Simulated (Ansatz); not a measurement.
# Ge₂H₃ (doublet): from Hartree-Fock to the top rungs at distance Ge1–H3 = 1.897 Å, cc-pVDZ

Aim: climb from Hartree-Fock through coupled cluster and multireference methods for Ge₂H₃ (doublet) at one geometry and basis, and see what each rung misses.

The runs use Ansatz 0.2.0, Gaussian basis; cc-pVDZ, core rule «outside noble gas», up to 28 orbitals frozen.

The runs, in order: UHF; CCSD(T) on ROHF; CCSD(T) on UHF; BCCD(T) on ROHF; CISD; CCSDT(Q) on ROHF; CCSDT(Q) on UHF; CASSCF and MRCISD+Q, 3 electrons in 3 orbitals; CASSCF and NEVPT2, 3 electrons in 3 orbitals.

25 further runs of the same task are left out: 1 for a known fault of the program, 1 for a mislabelled method, 15 that didn't finish, 8 set aside as unsound or not needed.

## (1) The geometry

The geometry derives from a PBE0/def2-TZVP stationary point (not a proven minimum). One bond is set to the value named and the two fragments are kept rigid. No spin-orbit coupling is included. The filled d shell of Ge may be among the frozen orbitals whatever the setting's name suggests; the logs give the count.

5 atoms, charge 0, spin multiplicity 2.

Atoms are counted from 1 here; the program's logs count them from 0.

Bond lengths: Ge1–Ge2 2.405 Å, Ge1–H3 1.897 Å, Ge1–H4 1.548 Å, Ge2–H5 1.595 Å. Angles: Ge2–Ge1–H3 130.0°, Ge2–Ge1–H4 123.8°, H3–Ge1–H4 106.2°, Ge1–Ge2–H5 87.5°.

## (2) UHF

The input, in.yaml:

```yaml
crystal:
  periodic: [false, false, false]
  atoms:
    - {symbol: Ge, position_ang: [0.000000, 0.011337, 1.179751]}
    - {symbol: Ge, position_ang: [0.000000, -0.036186, -1.224850]}
    - {symbol: H, position_ang: [0.000000, 1.489247, 2.369033]}
    - {symbol: H, position_ang: [0.000000, -1.257089, 2.067127]}
    - {symbol: H, position_ang: [0.000000, 1.558676, -1.185949]}
basis:
  gaussian: {orbitals: cc-pVDZ}
magnetization: {spin_polarized: true, initial_magnetization: 1}
hamiltonian: {xc: hf}
output: {orbitals: {seedname: orbitals}}
```

Command:

```console
> ansatz run in.yaml --threads 1 --pin off --events-out ev --progress --plain --max-ram 2393MiB
```

After this run come: CCSD(T) on ROHF; CCSD(T) on UHF; BCCD(T) on ROHF; CISD; CCSDT(Q) on ROHF; CCSDT(Q) on UHF; CASSCF and MRCISD+Q, 3 electrons in 3 orbitals; CASSCF and NEVPT2, 3 electrons in 3 orbitals.

Q: Predict the results of all the runs planned. Wanted: UCCSDT(Q) below the RHF energy; RMP2 from UCCSDT(Q); UMP2 from UCCSDT(Q); RCCSD from UCCSDT(Q); RCCSD(T) from UCCSDT(Q); UCCSD(T) from UCCSDT(Q); RCCSDT(Q) from UCCSDT(Q); NEVPT2 pair from UCCSDT(Q); MRCISD+Q pair from UCCSDT(Q).

The runs gave:

```
                         quantity                      value
   UCCSDT(Q) below the RHF energy                 -5.9141 eV
              RMP2 from UCCSDT(Q)                +1359.7 meV
              UMP2 from UCCSDT(Q)                +1371.6 meV
             RCCSD from UCCSDT(Q)                 +248.1 meV
          RCCSD(T) from UCCSDT(Q)                  +55.5 meV
          UCCSD(T) from UCCSDT(Q)                  +54.3 meV
         RCCSDT(Q) from UCCSDT(Q)                   +2.1 meV
       NEVPT2 pair from UCCSDT(Q)                +1284.7 meV
     MRCISD+Q pair from UCCSDT(Q)                  +61.5 meV
levels within 1 kcal/mol (43 meV)  RCCSDT, UCCSDT, RCCSDT(Q)
                    T1 diagnostic                      0.020
```

What this shows: RCCSD(T) misses by +55.5 meV, 0.9 % of the correlation energy. Of the multireference levels listed MRCISD+Q pair comes nearest in total energy (+61.5 meV), which doesn't show that its space is the better one. These misses are within one basis, not against nature; the frozen cores of restricted and unrestricted runs differ, which can shift their rows.
